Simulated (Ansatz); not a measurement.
**CH6SSeSi: one species, many methods**

Aim: compute CH6SSeSi with functionals from several rungs and with coupled cluster, and see how far each lands from CCSD(T) at the basis-set limit for the atomisation energy.

Program: Ansatz 0.2.0, Gaussian basis. Level of theory: functionals in def2-TZVPP, the program's frozen cores in correlated methods. These are calculated values, not measurements.

The runs, in order: PBE-D4, r2SCAN-D4, PBE0-D4, B3LYP-D4, ωB97X-V, ωB97M-V, B2PLYP; CCSD(T)/def2-TZVPP; MP2/def2-QZVPP; extrapolation to the limit.

### 1 The geometry

All runs share one geometry, relaxed beforehand with PBE0-D4 in a triple-zeta def2 set.

10 atoms, charge 0, spin multiplicity 1.

Atoms are counted from 1 here; the program's logs count them from 0.

Bond lengths: C1–S2 1.814 Å, C1–H5 1.089 Å, C1–H6 1.090 Å, C1–H7 1.090 Å, S2–Si3 2.117 Å, Si3–Se4 2.290 Å, Si3–H8 1.485 Å, Si3–H9 1.482 Å, Se4–H10 1.468 Å. Angles: S2–C1–H5 106.8°, S2–C1–H6 111.0°, S2–C1–H7 110.4°, H5–C1–H6 109.1°, H5–C1–H7 109.3°, H6–C1–H7 110.2°, C1–S2–Si3 100.1°, S2–Si3–Se4 111.9°, S2–Si3–H8 112.6°, S2–Si3–H9 104.6°, Se4–Si3–H8 106.0°, Se4–Si3–H9 110.9°, H8–Si3–H9 111.1°, Si3–Se4–H10 92.3°.

### 2 PBE-D4 (GGA)

in.yaml

```yaml
crystal:
  periodic: [false, false, false]
  atoms:
    - {symbol: C, position_ang: [0.022250, 1.456746, 0.936495]}
    - {symbol: S, position_ang: [-0.300307, -0.200435, 1.601168]}
    - {symbol: Si, position_ang: [0.109030, -1.374945, -0.111957]}
    - {symbol: Se, position_ang: [-1.246672, -0.820821, -1.871780]}
    - {symbol: H, position_ang: [-0.281340, 2.167749, 1.703951]}
    - {symbol: H, position_ang: [1.082359, 1.592061, 0.723305]}
    - {symbol: H, position_ang: [-0.567005, 1.626933, 0.035204]}
    - {symbol: H, position_ang: [1.501880, -1.205719, -0.599302]}
    - {symbol: H, position_ang: [-0.136738, -2.769428, 0.324454]}
    - {symbol: H, position_ang: [-0.100356, -0.523243, -2.738638]}
basis:
  gaussian: {orbitals: def2-TZVPP}
hamiltonian: {xc: pbe, dispersion: d4}
output: {forces: true, orbitals: {seedname: orbitals}}
```

Launch:

```sh
$ ansatz run in.yaml --threads 4 --pin off --events-out ev --progress --plain --max-ram 10444MiB
```

Further steps of the session: r2SCAN-D4 (meta-GGA); PBE0-D4 (hybrid); B3LYP-D4 (hybrid); ωB97X-V (range-separated); ωB97M-V (range-separated); B2PLYP (double hybrid); CCSD(T) in def2-TZVPP; MP2 in def2-QZVPP.

Q: Predict the results of all the runs planned. Wanted: atomisation energy, CCSD(T)/CBS; farthest; mean size of error, hybrid; mean size of error, range-separated; gap, smallest and largest; T1 diagnostic; triples share of the correlation energy.

**Answer**, as computed:

```
                               quantity                                                   value
        atomisation energy, CCSD(T)/CBS                                           3209.9 kJ/mol
 functionals within 32.1 kJ/mol (1.0 %)  PBE-D4, r2SCAN-D4, PBE0-D4, B3LYP-D4, ωB97X-V, ωB97M-V
                               farthest                                   B2PLYP (-65.7 kJ/mol)
             mean size of error, hybrid                                             17.7 kJ/mol
    mean size of error, range-separated                                              7.6 kJ/mol
              gap, smallest and largest                    4.70 eV (PBE-D4), 11.09 eV (ωB97X-V)
                          T1 diagnostic                                                  0.0100
triples share of the correlation energy                                                   4.0 %
```

**Reading.** PBE-D4 is off by +16.7 kJ/mol. Double hybrids carry the basis error of their MP2 part in triple zeta, and no dispersion term here, so their miss is partly the set-up's. The reference freezes the cores and leaves out relativity and excitations past (T), and its outer-core shells are covered unevenly, so misses under about 32.1 kJ/mol can't be ranked. All levels share the lack of spin-orbit coupling, which lowers the free heavy atoms and so the true binding. Hartree-Fock recovers 73 % of the binding; the rest is correlation. The gap grows from 4.7 to 11.1 eV across the functionals, mostly with the share of exact exchange. Correlated methods include outer-core shells of Se, which these sets cover unevenly.
